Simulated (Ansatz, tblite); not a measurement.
# HgTe with GFN1-xTB from a Python script

These are simulated results from tblite 0.8.0, not measurements. The cell began as a measured structure and was relaxed with r2SCAN in plane waves (Ansatz 0.2.0). All runs are without spin polarisation.

It is cubic, F-43m (No. 216); a = 6.578 Å in the conventional setting, 35.59 Å³ an atom. Hg is surrounded by 4 Te at 2.85 Å; Te is surrounded by 4 Hg at 2.85 Å.

tblite solves periodic systems at the zone centre alone, so the script builds a cluster of 2×2×2 conventional cells (64 atoms), which folds in a coarse mesh of k points.

Input script:

```python
import json
from ase import Atoms
from ase.build import make_supercell
from ase.units import Bohr, GPa, Hartree
from tblite.interface import Calculator

atoms = Atoms(['Hg', 'Te'],
              cell=[[0.0, 3.2891973, 3.2891973], [3.2891973, 0.0, 3.2891973], [3.2891973, 3.2891973, 0.0]],
              scaled_positions=[[0.0, 0.0, 0.0], [0.25, 0.25, 0.25]],
              pbc=True)
cluster = make_supercell(atoms, [[-2, 2, 2], [-2, -2, 2], [2, -2, 2]])
calc = Calculator('GFN1-xTB', cluster.numbers, cluster.positions / Bohr, lattice=cluster.cell[:] / Bohr, periodic=cluster.pbc)
calc.set('temperature', 0.02 / Hartree)
calc.set('max-iter', 150)
res = calc.singlepoint()
levels = res.get('orbital-energies') * Hartree
nv = round(res.get('orbital-occupations').sum() / 2)
cells = len(cluster) // len(atoms)
out = {'energy_per_cell': res.get('energy') * Hartree / cells, 'homo': levels[nv - 1], 'lumo': levels[nv],
       'stress': (-res.get('virial') * Hartree / cluster.get_volume() / GPa).tolist(), 'charges': res.get('charges')[:len(atoms)].tolist(), 'electrons': 2 * nv / cells}
json.dump(out, open('results.json', 'w'))
for key, value in out.items():
    print(key, value)
```

Command: `python run.py`. It took 2.1 s on 1 thread of Arm Neoverse V1, with other jobs on the host, peak memory 0.12 GiB.

Output:

```
------------------------------------------------------------
  cycle        total energy    energy error   density error
------------------------------------------------------------
      1     -152.8390132442  -1.5244964E+02   5.6988414E-01
      2     -153.0095526825  -1.7053944E-01   2.9844109E-01
      3     -153.0745117702  -6.4959088E-02   3.6959301E-02
      4     -153.0240217163   5.0490054E-02   1.0820646E-01
      5     -153.0796644280  -5.5642712E-02   1.4599086E-02
      6     -153.0806350949  -9.7066685E-04   1.4645033E-03
      7     -153.0806338362   1.2587018E-06   1.1262742E-03
      8     -153.0806414212  -7.5850698E-06   3.3599563E-04
      9     -153.0806419362  -5.1497821E-07   1.5316188E-04
     10     -153.0806420616  -1.2538621E-07   3.9047046E-05
     11     -153.0806420698  -8.2437737E-09   1.0213429E-05
------------------------------------------------------------

 total:                                   1.333 sec
energy_per_cell -130.1730138818951
homo -6.716061329710661
lumo -6.716061329689401
stress [[1.4360103199337029, 6.29946775687732e-07, -6.299467722496509e-07], [6.299467756240819e-07, 1.4360103199336691, -6.299467807500891e-07], [-6.299467722341353e-07, -6.299467806635192e-07, 1.4360103199337146]]
charges [0.09730997453656154, -0.0973249766494027]
electrons 8.0
```

The cycle table is in hartree for the whole cluster, and the lines after it are in eV (the energy for one cell). The printed stress is in GPa and positive in compression, and the pressure is its mean diagonal.

GFN1-xTB gives no gap at the points read. On the same cell, plane-wave PBE (Ansatz, 6×6×6 k points and the special points) gives no gap at the points read and r2SCAN no gap at the points read; on shared hosts these took about 4.1 and 9.6 core-seconds on the 2-atom cell, against 2 for the script. Spin-orbit coupling, left out in all these runs, can cut or reorder the gap by tenths of an eV, up to about 1 eV with Pb or Bi.

The same script was run on cells scaled at fixed shape and fractional coordinates:

| volume (Å³/atom) | energy (meV/atom) | pressure (GPa, positive in compression) | gap (eV) |
| --- | --- | --- | --- |
| 31.32 | 88.8 | 6.82 | 1.19 |
| 33.45 | 25.1 | 2.99 | 0.42 |
| 35.59 | 0.0 | 1.44 | 0.00 |
| 37.72 | -4.9 | -0.70 | 0.00 |
| 39.86 | 16.5 | -2.42 | 0.00 |

The pressure crosses zero near 37.0 Å³/atom, but the curve is too rough for a fit.

xTB was fitted mostly to molecules, and a small cluster samples few k points, so gaps, pressures and kinks along a curve can be far from a solid's.

Spin-orbit coupling is left out; in compounds of Pb, Bi, Tl or Hg it can lower a gap by up to about 1 eV, split its edges or invert the bands.
